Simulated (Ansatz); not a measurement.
# Ge₃H (quartet): the correlation ladder, cc-pVDZ

An exercise on one series of results from a longer session: the logs are not shown, and one member is left open.

Computed with Ansatz 0.2.0, Gaussian basis. Level: cc-pVDZ, core rule «outside noble gas», up to 42 orbitals frozen.

The runs, in order: UHF; CCSD(T) on ROHF; CCSD(T) on UHF; BCCD(T) on ROHF; CISD; CCSDT(Q) on ROHF; CCSDT(Q) on UHF.

33 further runs of the same task are left out: 23 that didn't finish, 10 set aside as unsound or not needed.

## The geometry

The geometry is a PBE0/def2-TZVP stationary point (not a proven minimum). No spin-orbit coupling is included. The filled d shell of Ge may be among the frozen orbitals whatever the setting's name suggests; the logs give the count.

4 atoms, charge 0, spin multiplicity 4.

Atoms are counted from 1 here; the program's logs count them from 0.

Bond lengths: Ge1–Ge2 2.409 Å, Ge1–H4 1.615 Å, Ge2–Ge3 2.399 Å. Angles: Ge2–Ge1–H4 76.3°, Ge1–Ge2–Ge3 178.5°.

Set-up of the first run:

in.yaml reads:

```yaml
crystal:
  periodic: [false, false, false]
  atoms:
    - {symbol: Ge, position_ang: [0.000014, -0.417619, 1.891375]}
    - {symbol: Ge, position_ang: [-0.000050, -0.365187, -0.517375]}
    - {symbol: Ge, position_ang: [0.000015, -0.376747, -2.916783]}
    - {symbol: H, position_ang: [0.000021, 1.159554, 1.542784]}
basis:
  gaussian: {orbitals: cc-pVDZ}
magnetization: {spin_polarized: true, initial_magnetization: 3}
hamiltonian: {xc: hf}
output: {orbitals: {seedname: orbitals}}
```

Command:

```sh
$ ansatz run in.yaml --threads 1 --pin off --events-out ev --progress --plain --max-ram 2393MiB
```

Among the steps run: UHF; CCSD(T) on ROHF; CCSD(T) on UHF; BCCD(T) on ROHF; CISD; CCSDT(Q) on ROHF; CCSDT(Q) on UHF.

One of the session's tables, all rows but one given; the rest of the session is left out.

| method | from RCCSDT(Q) (meV) |
| --- | --- |
| ROHF | +7178.6 |
| UHF | ? |
| RMP2 | +1531.3 |
| UMP2 | +1567.5 |
| CISD | +1194.8 |
| RCCSD | +430.9 |
| UCCSD | +419.8 |
| RCCSD(T) | +94.5 |
| UCCSD(T) | +89.7 |
| BCCD(T) | +92.6 |
| RCCSDT | +30.7 |
| UCCSDT | +23.5 |
| RCCSDT(Q) | 0 |
| UCCSDT(Q) | -8.8 |

Estimate the missing values for UHF.

**Answer.** from RCCSDT(Q) (meV): +7013.0. In the column «from RCCSDT(Q) (meV)» it lies between UMP2 (+1567.5) and ROHF (+7178.6).

With the free atoms at the same levels and basis (separate runs), the atomisation energy is 6.321 eV at RCCSDT(Q), 6.252 eV at RCCSD(T), 6.229 eV at UCCSD(T), 4.072 eV at ROHF.

To keep in mind: Restricted and unrestricted rows rest on different reference determinants; where their highest levels disagree by more than a few hundredths of an eV, they describe different states and don't form one ladder.
